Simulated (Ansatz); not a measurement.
**BrGeHO: how energies converge with the basis set**

The task here is to estimate one member of a computed series from the others.

Method: one geometry, several basis sets; program: Ansatz 0.2.0, Gaussian basis.

Levels to be run: PBE0-D4/def2-SVP; ωB97M-V/def2-SVP; PBE0-D4/def2-QZVPP; ωB97M-V/def2-QZVPP; the functionals' def2-TZVPP values are taken from earlier runs.

### The geometry

All runs share one geometry, relaxed beforehand with PBE0-D4 in a triple-zeta def2 set.

SMILES `[OH][Ge][Br]`, 4 atoms, charge 0, spin multiplicity 1.

Atoms are counted from 1 here; the program's logs count them from 0.

Bond lengths: O1–Ge2 1.771 Å, O1–H4 0.963 Å, Ge2–Br3 2.376 Å. Angles: Ge2–O1–H4 115.4°, O1–Ge2–Br3 98.8°.

The first run:

in.yaml

```yaml
crystal:
  periodic: [false, false, false]
  atoms:
    - {symbol: O, position_ang: [-0.884816, 0.569270, -0.516289]}
    - {symbol: Ge, position_ang: [-0.674158, -0.628641, 0.771393]}
    - {symbol: Br, position_ang: [1.688533, -0.856585, 0.675321]}
    - {symbol: H, position_ang: [-0.073958, 0.855655, -0.950625]}
basis:
  gaussian: {orbitals: def2-SVP}
hamiltonian: {xc: pbe0, dispersion: d4}
output: {orbitals: {seedname: orbitals}}
```

Among the steps run: PBE0-D4 in def2-SVP; ωB97M-V in def2-SVP; PBE0-D4 in def2-QZVPP; ωB97M-V in def2-QZVPP.

One table of the session follows, with a row left open; its other results are not shown here.

It belongs to the step «Functionals by basis». 

| functional | basis | HOMO (eV) | LUMO (eV) |
| --- | --- | --- | --- |
| PBE0-D4 | def2-SVP | -7.79 | -2.35 |
| PBE0-D4 | def2-TZVPP | -7.90 | -2.47 |
| PBE0-D4 | def2-QZVPP | -7.93 | -2.51 |
| ωB97M-V | def2-SVP | ? | ? |
| ωB97M-V | def2-TZVPP | -9.99 | -0.51 |
| ωB97M-V | def2-QZVPP | -10.03 | -0.62 |

**Question.** Estimate the row for ωB97M-V, def2-SVP.

The run gave: HOMO (eV): -9.85; LUMO (eV): -0.35. In the column «HOMO (eV)» it lies between ωB97M-V, def2-TZVPP (-9.99) and PBE0-D4, def2-QZVPP (-7.93).
